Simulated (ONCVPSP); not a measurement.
# Erbium: generating and testing an ONCV potential

Task: generate the file, and judge it by its errors in other configurations, its logarithmic derivatives, its ghosts and its cutoff.

Method: ONCVPSP 4.0.1, PBE, scalar-relativistic.

## (1) The atom and the settings

The settings as typed:

```json
{
 "element": "erbium (Er, Z = 68)",
 "type": "optimised norm-conserving Vanderbilt (ONCV)",
 "frozen core": "[Kr] 4d10",
 "valence charge": "22",
 "reference configuration": "4f11.5 5s2 5p6 5d0.5 6s2",
 "partial waves": "5s+6s: rc 2.25 bohr, ncon 4, nbas 8, qcut 5.1 1/bohr, 3 projectors, debl 1.8 Ha; 5p: rc 2.20 bohr, ncon 5, nbas 8, qcut 7.7 1/bohr, 2 projectors, debl 0.6 Ha; 5d: rc 2.60 bohr, ncon 4, nbas 9, qcut 4.3 1/bohr, 3 projectors, debl 0.4 Ha; 4f: rc 0.95 bohr, ncon 4, nbas 9, qcut 20.4 1/bohr, 2 projectors, debl 0.3 Ha",
 "local potential": "polynomial inside 0.85 bohr (lpopt 4, dvloc0 1 Ha)",
 "core correction": "not asked for"
}
```

The nodes and maxima of the atom's own shells, from an earlier all-electron run, set the scale for the radii.

All-electron outer shells of the reference configuration (PBE, scalar-relativistic, ld1.x):

| shell | level (eV) | outermost node (bohr) | outermost maximum (bohr) |
| --- | --- | --- | --- |
| 4d | -168.91 | 0.25 | 0.51 |
| 5s | -54.00 | 0.60 | 1.11 |
| 5p | -28.14 | 0.65 | 1.28 |
| 4f | -6.25 | – | 0.51 |
| 6s | -4.18 | 1.50 | 3.30 |
| 5d | -1.53 | 0.73 | 1.97 |
| 6p | -1.27 | 1.84 | 4.56 |

## (2) Generating the potential

Er.dat

```
# ATOM AND REFERENCE CONFIGURATION
# atsym  z   nc   nv     iexc    psfile
  Er 68.00    9    5        4      upf
#
#   n    l    f
    1    0    2.00
    2    0    2.00
    2    1    6.00
    3    0    2.00
    3    1    6.00
    3    2   10.00
    4    0    2.00
    4    1    6.00
    4    2   10.00
    4    3   11.50
    5    0    2.00
    5    1    6.00
    5    2    0.50
    6    0    2.00
#
# PSEUDOPOTENTIAL AND OPTIMIZATION
# lmax
    3
#
#   l,   rc,      ep,       ncon, nbas, qcut
    0    2.25    0.00    4    8    5.10
    1    2.20    0.00    5    8    7.70
    2    2.60    0.00    4    9    4.30
    3    0.95    0.00    4    9   20.40
#
# LOCAL POTENTIAL
# lloc, lpopt,  rc(5),   dvloc0
    4    4    0.85    1.00
#
# VANDERBILT-KLEINMAN-BYLANDER PROJECTORs
# l, nproj, debl
    0    3    1.80
    1    2    0.60
    2    3    0.40
    3    2    0.30
#
# MODEL CORE CHARGE
# icmod, fcfact, rcfact
    0    0.00    0.00
#
# LOG DERIVATIVE ANALYSIS
# epsh1, epsh2, depsh
   -3.00    5.00    0.02
#
# OUTPUT GRID
# rlmax, drl
    6.00    0.01
#
# TEST CONFIGURATIONS
# ncnf
    4
# nvcnf
#   n    l    f
    5
    4    3   12.00
    5    0    2.00
    5    1    6.00
    5    2    0.00
    6    0    2.00
#
    5
    4    3   12.00
    5    0    2.00
    5    1    6.00
    5    2    0.00
    6    0    1.00
#
    5
    4    3   12.00
    5    0    2.00
    5    1    6.00
    5    2    0.00
    6    0    0.00
#
    5
    4    3   13.00
    5    0    2.00
    5    1    6.00
    5    2    0.00
    6    0    0.00
#
```

Started as:

```console
$ oncvpsp.x < Er.dat > Er.out
```

Q: Predict the outcome of this session. Wanted: cutoffs for 1 and 0.1 mHa per electron, occupied waves; bound ghosts; GHOST(+) flags; largest phase difference near zero energy, channels read; projector energies reset by the program.

As calculated:

| quantity | value |
| --- | --- |
| cutoffs for 1 and 0.1 mHa per electron, occupied waves | 161 Ha and 178 Ha |
| bound ghosts | none found |
| GHOST(+) flags | s at 32 eV, p at 138 eV, d at 99 eV |
| largest phase difference near zero energy, channels read | 0.000 rad |
| projector energies reset by the program | p: -1.034, 0.250 Ha |

What this shows: By its cutoff, 161 Ha for the looser tolerance, it is very hard. At the looser tolerance the 4f wave is the slowest; 5p needs 18 Ha. It is free of bound ghosts as far as tested. Near zero energy the phases of the channels with partial waves agree within 0.001 rad. The program also flags highly localised states, GHOST(+) (s, p, d). All of this concerns the isolated atom, not yet a solid.
